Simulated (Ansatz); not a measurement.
# ScRu3: the cost of one run

Program: Ansatz 0.2.0. Level of theory: DFT LDA, scalar-relativistic, plane waves, PAW. These are calculated values, not measurements.

### 1 The structure to begin with

Symmetry: I4/mmm, No. 139, tetragonal system. The conventional cell has a = 3.899 Å, b = 3.899 Å, c = 8.045 Å, α = 90.00°, β = 90.00°, γ = 90.00°. Sc (site symmetry 4/mmm) is surrounded by 12 Ru at 2.76 to 2.80 Å. Ru (site symmetry -4m2) has 8 Ru at 2.76 to 2.80 Å and 4 Sc at 2.80 Å as nearest neighbours. Ru (site symmetry 4/mmm) is surrounded by 4 Sc at 2.76 Å and 8 Ru at 2.80 Å.

As a file:

```cif
data_structure
_symmetry_space_group_name_H-M 'P 1'
_symmetry_Int_Tables_number 1
_cell_length_a 4.8763
_cell_length_b 4.8763
_cell_length_c 4.8763
_cell_angle_alpha 132.876
_cell_angle_beta 132.876
_cell_angle_gamma 68.849
_cell_volume 61.13
loop_
_atom_site_label
_atom_site_type_symbol
_atom_site_fract_x
_atom_site_fract_y
_atom_site_fract_z
_atom_site_occupancy
Sc1 Sc 0.00000 0.00000 0.00000 1
Ru1 Ru 0.75000 0.25000 0.50000 1
Ru2 Ru 0.25000 0.75000 0.50000 1
Ru3 Ru 0.50000 0.50000 0.00000 1
```

The structure comes from the Materials Project (structure only).

### 2 Functional and cell changed: LDA

The change: strain xx, yy, zz, yz, xz, xy = -1.4, -1.4, +7.6, +0.0, +0.0, +0.0 %.

Input file input.yaml:

```yaml
crystal:
  lattice:
    - [-1.9223787184, 1.9223787184, 4.3288297971]
    - [1.9223787184, -1.9223787184, 4.3288297971]
    - [1.9223787184, 1.9223787184, -4.3288297971]
  atoms:
    - { symbol: Sc, position: [0.0, 0.0, 0.0] }
    - { symbol: Ru, position: [0.75, 0.25, 0.5] }
    - { symbol: Ru, position: [0.25, 0.75, 0.5] }
    - { symbol: Ru, position: [0.5, 0.5, 0.0] }
basis:
  ecutwfc: 420
kpoints:
  mp_grid: { grid: [16, 16, 16] }
hamiltonian:
  xc: lda
scf:
  occupations: { method: gaussian, width: 0.1 }
output:
  forces: true
  stress: true
  eigenvalues: true
```

**Question.** How long does this run take on 1 thread of an x86-64 CPU, shared host, and how much memory does it need?

About 34 s, with a peak of 0.82 GiB.
